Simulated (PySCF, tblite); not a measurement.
**C5H8F3O2P: geometry, infrared bands and NMR shifts**

What infrared bands and NMR shifts should C5H8F3O2P (`CC(=O)C[P@@](C)(=O)C(F)(F)F`) show?

The runs use tblite 0.8.0 and PySCF 2.14.0, with density-fitted response routines of our own; the level of theory stands in each step. All values are computed, except where a source is named. Atoms count from 0, in the outputs and in this text.

### Step 1. The starting structure

19 atoms, charge 0, multiplicity 1; geometry from: force field or distance geometry start.

Bonds of the start (Å): C0–C1 1.51, C1–O2 1.23, C1–C3 1.48, C3–P4 1.78, P4–C5 1.79, P4–O6 1.51, P4–C7 1.82, C7–F8 1.38, C7–F9 1.37, C7–F10 1.37, C0–H11 1.12, C0–H12 1.11, C0–H13 1.09, C3–H14 1.10, C3–H15 1.10, C5–H16 1.14, C5–H17 1.12, C5–H18 1.09.

### Step 2. Optimising the geometry with GFN2-xTB

What the job is given:

```
{"job": {"kind": "relax", "xc": "GFN2-xTB", "basis": "xTB"}, "charge": 0, "multiplicity": 1}
C      2.740200     0.384300     0.453300
C      1.411200     0.820500    -0.119700
O      1.027500     1.963500     0.138600
C      0.629400    -0.134400    -0.941900
P     -1.107700    -0.250300    -0.560500
C     -1.873800     1.215800     0.111200
O     -1.820100    -0.607600    -1.847400
C     -1.381800    -1.661800     0.556600
F     -2.736600    -1.875500     0.685500
F     -0.865000    -1.357000     1.789500
F     -0.724400    -2.731600     0.008700
H      2.685500    -0.723800     0.614400
H      3.546200     0.567000    -0.282700
H      2.982900     0.899600     1.379200
H      1.055900    -1.146800    -0.825200
H      0.724300     0.126100    -2.001900
H     -2.200900     0.994500     1.175900
H     -2.829800     1.396300    -0.441800
H     -1.272900     2.130200     0.100900
```

The run is started by

```bash
> OMP_NUM_THREADS=1 python probes_run.py task.json out
```

This one command runs all jobs of the session in turn.

**Question.** This job is followed by: GFN2-xTB harmonic vibrations, gas phase; GIAO PBE0/pcSseg-1 NMR shielding, non-relativistic, gas phase. Predict these results of the whole session: strongest single infrared mode (GFN2-xTB); zero-point energy (GFN2-xTB); 13C shifts against TMS (PBE0/pcSseg-1); 1H shifts against TMS (PBE0/pcSseg-1, means over atoms taken as alike); 17O shifts against H2O (PBE0/pcSseg-1); 31P shifts against H3PO4 (PBE0/pcSseg-1); 19F shifts against CFCl3 (PBE0/pcSseg-1, means over atoms taken as alike).

**Answer**, as computed:

```
                                                                 quantity                               value
                                strongest single infrared mode (GFN2-xTB)               1767 cm⁻¹, 290 km/mol
                                             zero-point energy (GFN2-xTB)                       80.0 kcal/mol
                                   13C shifts against TMS (PBE0/pcSseg-1)  206.6, 132.0, 47.5, 36.3, 14.7 ppm
   1H shifts against TMS (PBE0/pcSseg-1, means over atoms taken as alike)          3.67, 2.91, 2.42, 1.86 ppm
                                   17O shifts against H2O (PBE0/pcSseg-1)                    678.3, 106.0 ppm
                                 31P shifts against H3PO4 (PBE0/pcSseg-1)                            15.4 ppm
19F shifts against CFCl3 (PBE0/pcSseg-1, means over atoms taken as alike)                           -91.7 ppm
```

In words: Over 152 steps the energy fell by 0.933 eV; of the close pairs, P4–C7 changed most, 1.821 to 1.892 Å. All 51 modes are real, so the xTB geometry is a minimum. The strongest single mode, at 1767 cm⁻¹, moves mainly C1 and O2. GFN2-xTB is a fitted tight-binding method: band positions and strengths are rough. Its intensities can rank the bands wrongly. The most deshielded carbon is C1 (ketone carbonyl carbon), at 206.6 ppm: low-lying n→π* states of the double bond to the heteroatom give a large paramagnetic term (-271 ppm). At PBE0/pcSseg-1: Shielding is most anisotropic at O2 (span 1288 ppm, paramagnetic term -746 ppm).
